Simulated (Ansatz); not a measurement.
# AlNi3Sb (P1) in Ansatz: band structure with PBE+D3(BJ)+U

Aim: the band structure of AlNi3Sb with PBE+D3(BJ)+U.

Everything below comes from runs of Ansatz 0.2.0. Logs are shortened: lines on timing, memory, paths and dates and some standing lists are left out, and cuts for length are marked.

## (1) The cell of the first run

The typed cell holds 5 atoms: a = 4.119 Å, b = 4.119 Å, c = 4.938 Å, α = 90.00°, β = 90.00°, γ = 120.00°.

The cell comes from a database or a generator and needn't be the stable form of this composition.

## (2) Band structure, PBE+D3(BJ)+U, non-collinear spin, antiferromagnetic start, spin-orbit coupling (atoms moved at random, drawn with an rms of 0.15 Å)

The input, input.yaml:

```yaml
crystal:
  lattice:
    - [4.1190127879, 0.0, 0.0]
    - [-2.059506394, 3.5671697129, 0.0]
    - [0.0, 0.0, 4.938456]
  atoms:
    - { symbol: Sb, position: [0.341896, 0.668614, 0.491336] }
    - { symbol: Ni, position: [0.662759, 0.324862, 0.488174], spin: 1.0, spin_axis: [0.707, 0.707, 0.0] }
    - { symbol: Ni, position: [-0.017253, 0.013848, 0.252292], spin: 1.0, spin_axis: [-0.707, -0.707, 0.0] }
    - { symbol: Ni, position: [-0.031758, -0.050091, 0.775556], spin: 1.0, spin_axis: [0.707, 0.707, 0.0] }
    - { symbol: Al, position: [0.662607, 0.344829, -0.00853] }
hamiltonian:
  xc: pbe
  pseudopotentials: { kind: paw_fr }
  dispersion: d3bj
  hubbard: { sites: [{ species: Ni, l: d, u_eff: 2.0 }] }
magnetization:
  noncollinear: true
  spin_orbit: true
kpoints:
  mp_grid: { grid: [6, 6, 5] }
  band_path:
    path:
      - [[0.0, 0.0, 0.0], [0.5, 0.0, 0.0], [0.3333333333, 0.3333333333, 0.0], [0.0, 0.0, 0.0], [0.0, 0.0, 0.5], [0.5, 0.0, 0.5], [0.3333333333, 0.3333333333, 0.5], [0.0, 0.0, 0.5]]
      - [[0.5, 0.0, 0.5], [0.5, 0.0, 0.0]]
      - [[0.3333333333, 0.3333333333, 0.0], [0.3333333333, 0.3333333333, 0.5]]
    npoints: 14
scf:
  occupations: { method: fermi_dirac, width: 0.02 }
  n_extra_bands: 12
output:
  forces: true
  stress: true
  eigenvalues: true
  fatbands: true
  write_density: true
  write_potential: true
  elf: true
  volumetric_format: npy
```

Potentials or basis: Ansatz PAW.

On the command line:

```console
ansatz run input.yaml --threads 2 --pin off --max-ram 5632MiB --backend cpu --events-out ev --progress --plain --runs-dir out
```

Standard output:

```text
Warning: output.stress: scf.convergence.dr2_threshold = 1e-7 eV (the SCF's general default) is looser than the 5e-10 eV advised for a printed stress (1e-10 eV for each atom of the cell: 5). What an SCF threshold leaves in a stress goes as its square root, and in the free energy as the threshold itself, and one threshold admits the most on a small cell: of the crystals measured, under no hybrid functional and no lock of the moments, on runs that ended without the residual-converged pass, on stresses that held no estimate of that error, the worst erred by over 100 MPa in a component at 1e-7 eV an atom and by under 5 at 1e-10. Set scf.convergence.dr2_threshold to 5e-10 eV or tighter. The threshold is an SCF's pass mark: one that does not reach it within its budget of iterations ends unconverged, or closes short of it on a stop that the run arms, and scf.convergence.dr2_threshold's page says what that costs each kind of run
Warning: RAYON_NUM_THREADS=2 ignored (pool sized by the plan → 2); use --threads N
Sb: projections on atomic orbitals take those of the free atom [Kr] 4d10 5s2 5p3, of charge +0.00 (hamiltonian.pseudopotentials.projection_atoms); the dataset's partial waves leave at most 2.5e-7 of an orbital's norm unspanned inside its sphere
Ni: projections on atomic orbitals take those of the free atom [Ne] 3s2 3p6 3d8 4s2, of charge +0.00 (hamiltonian.pseudopotentials.projection_atoms); the dataset's partial waves leave at most 2.0e-9 of an orbital's norm unspanned inside its sphere
Al: projections on atomic orbitals take those of the free atom [Ne] 3s2 3p1, of charge +0.00 (hamiltonian.pseudopotentials.projection_atoms); the dataset's partial waves leave at most 2.8e-12 of an orbital's norm unspanned inside its sphere
scf.n_extra_bands = 12 over 72 filled bands (N_el = 72.0): the run solves 84 bands
Engine: ansatz 0.2.0, x86_64-unknown-linux-gnu
Pseudopotentials: kind: paw_fr
Pseudopotential: Sb, paw_fr, valence charge 15, recommended cutoff 420 eV (normal), Sb.paw.azcp#standard-fr
Pseudopotential: Ni, paw_fr, valence charge 18, recommended cutoff 420 eV (normal), Ni.paw.azcp#standard-fr
Pseudopotential: Al, paw_fr, valence charge 3, recommended cutoff 420 eV (normal), Al.paw.azcp#standard-fr
Functional definition: PBE
  parameter kappa = 0.804
  parameter beta = 0.06672455060314922
  exchange = pbe_x(kappa = kappa, mu = beta*pi^2/3)
  correlation = pbe_c(beta = beta)
Crystal: 5 atoms, lattice volume = 72.562 Å³
Basis set: ecut = 420 eV, 1397 PW (Γ), exchange–correlation on 60×60×72 points (8 copies of the dense FFT grid, shifted against one another)
Bands: 84, of which v1, the nominal top of the filled ones, is band 72 counted from 1 (71 counted from 0)
Symmetry: 1 space group operations
Magnetic group: BNS 1.1 (UNI 1), of the structure as read, at distance tolerance 4.2e-5 Å
k-points: 180
Projection manifold: j_resolved (fully-relativistic pseudo-atomic orbitals)
Non-local potential: Sb, projectors of the file, l = 0: 2, l = 1: 4, l = 2: 4, l = 3: 4
Non-local potential: Ni, projectors of the file, l = 0: 3, l = 1: 4, l = 2: 6, l = 3: 2
Non-local potential: Al, projectors of the file, l = 0: 2, l = 1: 4, l = 2: 2
PAW form: soft (Blöchl's): semilocal exchange-correlation on the pseudo side does not see the compensation charge
PAW one-centre angular grid: Sb, 590 points (default); XC on 96 Gauss nodes
PAW one-centre angular grid: Ni, 590 points (default); XC on 64 Gauss nodes
PAW one-centre angular grid: Al, 110 points (default); XC on 64 Gauss nodes
Initial density: superposition of atomic densities (chi_scale 0.1, normalization cell)
Starting moments: Σ|m| = 3 μB on 3 of 5 sites
Initial wavefunctions: pseudopotential atomic-orbital guess
Functional: x = pbe(κ = 0.804, μ = 0.2195149727645171), c = pbe(β = 0.06672455060314922)
SCF iter   1: F=—  HF=-24547.712018 eV  |F-HF|=—  |Δ(HF+E_count)|=         —  Δρ=1.88e-1  dr2=2.36e1  dr2_m=3.26e0  ethr=3.10e-3  |M|=2.43e-1 ∫|m|=6.85e-1 μB  |m|>n=0.0e0 m-floor=0.0e0 τ_xc=5.6e-16 mc-row=0.0e0  β_m=0.30  ⟨swp⟩=6.8  Hψ=81952  notcnv=0  defer=116
preconditioner: auto → Kerker (q_TF=auto, 2.725 Å⁻¹)  [metal: Δε(μ)=0.007 eV  Ē_g=12.219 eV  σ=0.020 eV  W_gap=0.09  n_scr=22 (ndim 8)  ℏωp=30.2 eV  f_vac=0.000  D(μ)=3.07/eV (n_scr^D=22)]
spin=Noncollinear: Kerker preconditioning applied to the charge; magnetization (m_x, m_y, m_z) channels mix plain (no charge-response kernel on spin).
SCF iter   2: F=—  HF=-24545.729819 eV  |F-HF|=—  |Δ(HF+E_count)|=    1.98e0  Δρ=6.03e-2  dr2=2.38e0  dr2_m=1.21e0  ethr=3.10e-3  |M|=1.67e-1 ∫|m|=8.94e-1 μB  |m|>n=0.0e0 m-floor=0.0e0 τ_xc=3.5e-5 mc-row=0.0e0  β_m=0.30  ⟨swp⟩=3.0  Hψ=31662  notcnv=0  defer=956
SCF iter   3: F=—  HF=-24545.410912 eV  |F-HF|=—  |Δ(HF+E_count)|=   3.19e-1  Δρ=5.16e-2  dr2=2.68e0  dr2_m=8.84e-1  ethr=3.10e-3  |M|=2.10e-1 ∫|m|=6.96e-1 μB  |m|>n=0.0e0 m-floor=0.0e0 τ_xc=5.8e-5 mc-row=0.0e0  β_m=0.30  ⟨swp⟩=2.0  Hψ=22036  notcnv=0  defer=950
SCF iter   4: F=—  HF=-24544.976436 eV  |F-HF|=—  |Δ(HF+E_count)|=   4.34e-1  Δρ=3.94e-2  dr2=1.05e0  dr2_m=5.17e-1  ethr=3.10e-3  |M|=9.26e-2 ∫|m|=6.44e-1 μB  |m|>n=0.0e0 m-floor=0.0e0 τ_xc=6.0e-5 mc-row=0.0e0  β_m=0.30  ⟨swp⟩=2.5  Hψ=20334  notcnv=0  defer=950
[... 22 lines left out ...]
SCF 1 converged in 23 iterations: F = -24544.919119 eV  dr2 = 1.25e-9
NSCF: frozen V_eff on 129 k-points
SCF converged after 23 iterations
Magnetization: |M| = 0.0000 μB,  M = (-0.0000, -0.0000, +0.0000) μB
Absolute magnetization: 0.0000 μB (∫|m|, with the PAW one-centre terms)
  site 0: m = (-0.0000, -0.0000, -0.0000) μB, |m| = 0.0000 μB  (R = 0.97 Å)
  site 1: m = (+0.0000, +0.0000, +0.0000) μB, |m| = 0.0000 μB  (R = 0.97 Å)
  site 2: m = (-0.0000, -0.0000, +0.0000) μB, |m| = 0.0000 μB  (R = 0.98 Å)
  site 3: m = (-0.0000, -0.0000, +0.0000) μB, |m| = 0.0000 μB  (R = 0.98 Å)
  site 4: m = (+0.0000, +0.0000, -0.0000) μB, |m| = 0.0000 μB  (R = 0.99 Å)
Free energy (F): -24544.919119 eV
Harris-Foulkes:  -24544.919119 eV  (|F-HF|=2.76e-10)
Internal energy: -24544.916120 eV  (E = F + TS)
E sigma→0 (E₀):  -24544.917619 eV
Entropy (-TS):   -0.003000 eV (-0.600 meV/atom)
Fermi energy:    13.974899 eV
--- Per-component energies (eV) ---
  E_band       = -1142.219892
  E_kinetic    = 1091.552290
  E_local      = -15176.739002  (includes V_loc(G=0)·N_el)
  E_nonlocal   = 2301.093936
  E_hartree    = 6616.208609
  E_xc         = -433.941808
  E_vxc        = -455.223588  (∫ρ·V_xc dr)
  E_hubbard    = 2.669013  (on-site DFT+U / exact-exchange correction)
  E_vhub       = -21.681202  (the Hubbard potential's part of the band-sum identity)
  E_paw        = -9956.863614  (= ΣΔE_a)
  E_vpaw       = -2113.639426  (= ΣTr[D̂ρ^β])
  E_aug_tail   = 0.001559  (compensation charges beyond the density's cutoff)
  E_ewald      = -8986.612083
  E_disp       = -2.285019  (pairwise vdW)
  E_smearing   = -0.003000  (= −TS)
  E_closure    = 0.000000  (closes the sum)
  Σ components = -24544.919119   (vs F -24544.919119, Δ=0.00e0)
--- Hubbard shell moments (per corrected site; Tr N, ν in electrons; μ in μ_B) ---
  shell 0: Tr N=9.0448  μ_S=(+0.0000, +0.0000, +0.0000)  μ_L=(+0.0000, +0.0000, +0.0000)  μ=(+0.0000, +0.0000, +0.0000)  ν=0.0147 along (-0.019, +0.046, +0.999)
  shell 1: Tr N=8.9797  μ_S=(-0.0000, -0.0000, +0.0000)  μ_L=(-0.0000, -0.0000, +0.0000)  μ=(-0.0000, -0.0000, +0.0000)  ν=0.0203 along (-0.009, +0.054, +0.999)
  shell 2: Tr N=8.9947  μ_S=(-0.0000, -0.0000, +0.0000)  μ_L=(-0.0000, -0.0000, +0.0000)  μ=(-0.0000, -0.0000, +0.0000)  ν=0.0199 along (-0.018, +0.021, +1.000)
--- Forces (eV/Å), atoms counted from 1 ---
  atom   1  Sb    -0.77065931    -0.55052012     0.19140090
  atom   2  Ni     0.10792704     0.45067331     0.28077162
  atom   3  Ni     0.52018541    -0.13738587    -0.14377457
  atom   4  Ni     0.12381667     0.67527226    -0.59195950
  atom   5  Al     0.01873088    -0.43803837     0.26356257
  max |Σ_I F_I| component: 1.21e-6 eV/Å
--- Stress (GPa, compression-positive) ---
       -4.310514      -0.891684      -0.660831
       -0.891683      -0.451354       0.182755
       -0.660831       0.182755      -2.130354
  P = ⅓ Tr σ = -2.2974 GPa (-22.974 kbar)
--- Band table (eV; the first three rows and the last of 180) ---
  k-point 0: bands = ["-88.6469", "-88.6469", "-88.1810", "-88.1810", "-88.0752", "-88.0752", "-50.5741", "-50.5741", "-50.0923", "-50.0923", "-49.9831", "-49.9831", "-48.4355", "-48.4355", "-48.3354", "-48.3354", "-47.9252", "-47.9252", "-47.8911", "-47.8911", "-47.7986", "-47.7986", "-47.7754", "-47.7754", "-15.9753", "-15.9753", "-15.9187", "-15.9187", "-14.7468", "-14.7468", "-14.7100", "-14.7100", "-14.6758", "-14.6758", "1.9425", "1.9425", "8.5774", "8.5774", "9.0327", "9.0327", "9.3201", "9.3201", "9.4608", "9.4608", "10.9430", "10.9430", "10.9879", "10.9879", "11.0391", "11.0391", "11.2628", "11.2628", "11.3514", "11.3514", "11.9486", "11.9486", "12.0366", "12.0367", "12.6933", "12.6933", "12.7644", "12.7644", "12.8962", "12.8962", "13.1349", "13.1349", "13.1939", "13.1939", "14.4342", "14.4342", "16.2093", "16.2093", "16.3226", "16.3226", "16.4911", "16.4911", "16.6447", "16.6447", "16.9066", "16.9066", "19.0460", "19.0460", "19.4859", "19.4859"]
  k-point 1: bands = ["-88.6469", "-88.6469", "-88.1808", "-88.1808", "-88.0753", "-88.0753", "-50.5741", "-50.5741", "-50.0915", "-50.0914", "-49.9838", "-49.9837", "-48.4355", "-48.4355", "-48.3354", "-48.3354", "-47.9229", "-47.9219", "-47.8902", "-47.8890", "-47.8008", "-47.7993", "-47.7792", "-47.7779", "-15.9752", "-15.9752", "-15.9187", "-15.9187", "-14.7467", "-14.7467", "-14.7101", "-14.7101", "-14.6758", "-14.6758", "2.0563", "2.0564", "7.3928", "7.3982", "9.2711", "9.3032", "9.4735", "9.4810", "10.0606", "10.0826", "10.8709", "10.8818", "10.9306", "10.9341", "11.1610", "11.1663", "11.3665", "11.4054", "11.4551", "11.4950", "11.9193", "11.9529", "12.0303", "12.0594", "12.6448", "12.6575", "12.7395", "12.7600", "12.9038", "12.9248", "13.0413", "13.0533", "13.0824", "13.1322", "14.7036", "14.7151", "16.2320", "16.3695", "16.3996", "16.5707", "16.6806", "16.7446", "16.9715", "16.9907", "17.0826", "17.0996", "18.4507", "18.4649", "19.7247", "19.7325"]
  k-point 2: bands = ["-88.6469", "-88.6469", "-88.1805", "-88.1805", "-88.0754", "-88.0754", "-50.5742", "-50.5742", "-50.0901", "-50.0900", "-49.9849", "-49.9848", "-48.4355", "-48.4355", "-48.3355", "-48.3355", "-47.9184", "-47.9177", "-47.8868", "-47.8860", "-47.8045", "-47.8034", "-47.7836", "-47.7826", "-15.9751", "-15.9751", "-15.9187", "-15.9187", "-14.7465", "-14.7465", "-14.7101", "-14.7101", "-14.6758", "-14.6758", "2.2702", "2.2703", "6.4405", "6.4417", "9.3389", "9.3468", "9.5348", "9.5365", "10.5505", "10.5579", "10.7821", "10.7929", "10.8261", "10.8361", "11.4364", "11.4491", "11.5818", "11.6036", "11.7285", "11.7536", "11.8649", "11.9207", "12.0641", "12.0949", "12.5649", "12.5824", "12.6696", "12.7034", "12.7110", "12.7481", "12.8882", "12.9016", "12.9585", "12.9927", "15.5292", "15.5900", "16.2096", "16.3879", "16.5646", "16.7102", "16.7562", "16.9032", "17.7266", "17.7541", "17.9197", "17.9401", "18.6521", "18.6643", "19.1363", "19.1469"]
  k-point 179: bands = ["-88.6470", "-88.6470", "-88.1809", "-88.1809", "-88.0753", "-88.0753", "-50.5741", "-50.5740", "-50.0917", "-50.0916", "-49.9840", "-49.9839", "-48.4356", "-48.4352", "-48.3358", "-48.3352", "-47.9227", "-47.9220", "-47.8904", "-47.8890", "-47.8010", "-47.7995", "-47.7793", "-47.7780", "-15.9743", "-15.9739", "-15.9203", "-15.9196", "-14.7446", "-14.7443", "-14.7115", "-14.7111", "-14.6772", "-14.6760", "2.8465", "2.8472", "7.5725", "7.5765", "8.7217", "8.7448", "9.5462", "9.5742", "9.9594", "9.9778", "10.8734", "10.8915", "10.9566", "10.9679", "11.1562", "11.2037", "11.3744", "11.3950", "11.5365", "11.5638", "11.7759", "11.8248", "11.9272", "11.9856", "12.3348", "12.4115", "12.6033", "12.6591", "12.7254", "12.7765", "12.8996", "12.9381", "13.0942", "13.1385", "13.3765", "13.3839", "13.6217", "13.6384", "14.6503", "14.7179", "16.0960", "16.1524", "16.8353", "16.9073", "18.2841", "18.3727", "18.9536", "19.0236", "19.6874", "19.7604"]
Occupation matrices written to <dir>
```

Run time: 9 min. Hardware: 2 threads of Intel Xeon Platinum 8259CL at 2.50GHz (Skylake/Cascade Lake), shared host; peak memory 3 GiB.

What came out:

- Free energy: -24544.9191 eV
- Pressure: -2.3 GPa
- Largest force: 0.966 eV/Å
- Band gap on the k mesh: none (metal or under the smearing width)

Forces on the atoms (eV/Å):
```
Sb  -0.771 -0.551  0.191
Ni   0.108  0.451  0.281
Ni   0.520 -0.137 -0.144
Ni   0.124  0.675 -0.592
Al   0.019 -0.438  0.264
```

Levels at the corners of the path, in eV from the Fermi level:
| point | band 69 | band 70 | band 71 | band 72 | band 73 | band 74 | band 75 | band 76 |
| --- | --- | --- | --- | --- | --- | --- | --- | --- |
| Γ | 0.46 | 0.46 | 2.23 | 2.23 | 2.35 | 2.35 | 2.52 | 2.52 |
| M | -0.81 | -0.81 | -0.75 | -0.75 | -0.34 | -0.34 | 1.50 | 1.50 |
| K | -0.72 | -0.71 | -0.16 | -0.09 | 0.32 | 0.37 | 0.75 | 0.83 |
| Γ | 0.46 | 0.46 | 2.23 | 2.23 | 2.35 | 2.35 | 2.52 | 2.52 |
| A | 1.94 | 1.94 | 2.14 | 2.14 | 2.62 | 2.62 | 2.81 | 2.81 |
| L | -0.96 | -0.96 | -0.82 | -0.82 | 0.25 | 0.25 | 2.32 | 2.32 |
| H | -0.89 | -0.82 | -0.81 | -0.73 | -0.62 | -0.59 | -0.09 | -0.01 |
| A | 1.94 | 1.94 | 2.14 | 2.14 | 2.62 | 2.62 | 2.81 | 2.81 |
| L | -0.96 | -0.96 | -0.82 | -0.82 | 0.25 | 0.25 | 2.32 | 2.32 |
| M | -0.81 | -0.81 | -0.75 | -0.75 | -0.34 | -0.34 | 1.50 | 1.50 |
| K | -0.72 | -0.71 | -0.16 | -0.09 | 0.32 | 0.37 | 0.75 | 0.83 |
| H | -0.89 | -0.82 | -0.81 | -0.73 | -0.62 | -0.59 | -0.09 | -0.01 |

Caveat: moments are unreliable in this version under spin-orbit coupling with a hybrid or U, so they aren't listed; the magnetic or orbital state may not be the lowest; pairwise dispersion overbinds metals, which lowers pressure and volume; the U is typed as a test and isn't derived for this compound; the starting moments weren't kept; the thresholds are loose for stress. The state reached can hang on the start; a lower one may exist.
